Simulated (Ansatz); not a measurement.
# CaZnC6N6: the cost of one run

Program: Ansatz 0.2.0. Level of theory: DFT PBE, scalar-relativistic, plane waves, PAW. These are calculated values, not measurements.

### Step 1. Starting point

It takes space group Fm-3m (No. 225, cubic). The conventional cell has a = 10.594 Å, b = 10.594 Å, c = 10.594 Å, α = 90.00°, β = 90.00°, γ = 90.00°. Ca (site symmetry m-3m) has 6 N at 2.21 Å in its first shell of neighbours. Around Zn (site symmetry m-3m) lie 6 C at 1.92 Å. Around C (site symmetry 4mm) lie 1 N at 1.17 Å and 1 Zn at 1.92 Å. Around N (site symmetry 4mm) lie 1 C at 1.17 Å.

Structure file:

```cif
data_structure
_symmetry_space_group_name_H-M 'Fm-3m'
_symmetry_Int_Tables_number 225
_cell_length_a 10.5940
_cell_length_b 10.5940
_cell_length_c 10.5940
_cell_angle_alpha 90.000
_cell_angle_beta 90.000
_cell_angle_gamma 90.000
_cell_volume 1188.99
loop_
_atom_site_label
_atom_site_type_symbol
_atom_site_symmetry_multiplicity
_atom_site_Wyckoff_symbol
_atom_site_fract_x
_atom_site_fract_y
_atom_site_fract_z
_atom_site_occupancy
Ca1 Ca 4 b 0.50000 0.00000 0.00000 1
Zn1 Zn 4 a 0.00000 0.00000 0.00000 1
C1 C 24 e 0.18095 0.00000 0.00000 1
N1 N 24 e 0.29139 0.00000 0.00000 1
```

A structure generator made this guess: cyanide-bridged rock-salt net of two metals, 0 guest cations a cell (Fm-3m, No. 225). The dimensions are guesses.

### Step 2. Probe: one point on a coarse mesh

input.yaml

```yaml
crystal:
  lattice:
    - [0.0, 5.297, 5.297]
    - [5.297, 0.0, 5.297]
    - [5.297, 5.297, 0.0]
  atoms:
    - { symbol: Ca, position: [0.5, 0.5, 0.5] }
    - { symbol: Zn, position: [0.0, 0.0, 0.0] }
    - { symbol: C, position: [0.81904852, 0.18095148, 0.18095148] }
    - { symbol: C, position: [0.18095148, 0.81904852, 0.18095148] }
    - { symbol: C, position: [0.18095148, 0.18095148, 0.81904852] }
    - { symbol: C, position: [0.18095148, 0.81904852, 0.81904852] }
    - { symbol: C, position: [0.81904852, 0.18095148, 0.81904852] }
    - { symbol: C, position: [0.81904852, 0.81904852, 0.18095148] }
    - { symbol: "N", position: [0.70860865, 0.29139135, 0.29139135] }
    - { symbol: "N", position: [0.29139135, 0.70860865, 0.29139135] }
    - { symbol: "N", position: [0.29139135, 0.29139135, 0.70860865] }
    - { symbol: "N", position: [0.29139135, 0.70860865, 0.70860865] }
    - { symbol: "N", position: [0.70860865, 0.29139135, 0.70860865] }
    - { symbol: "N", position: [0.70860865, 0.70860865, 0.29139135] }
basis:
  ecutwfc: 420
kpoints:
  mp_grid: { grid: [4, 4, 4] }
hamiltonian:
  xc: pbe
scf:
  occupations: { method: gaussian, width: 0.1 }
  lower_state_search: "off"
output:
  forces: true
  stress: true
  eigenvalues: true
```

Run with:

```bash
$ ansatz run input.yaml --threads 1 --pin off --max-ram 2560MiB --backend cpu --events-out ev --progress --plain --runs-dir out
```

Q: Estimate wall time and peak memory on 1 thread of Intel Xeon Platinum 8375C at 2.90GHz (Ice Lake), shared host.

About 8.3 s, with a peak of 0.63 GiB.
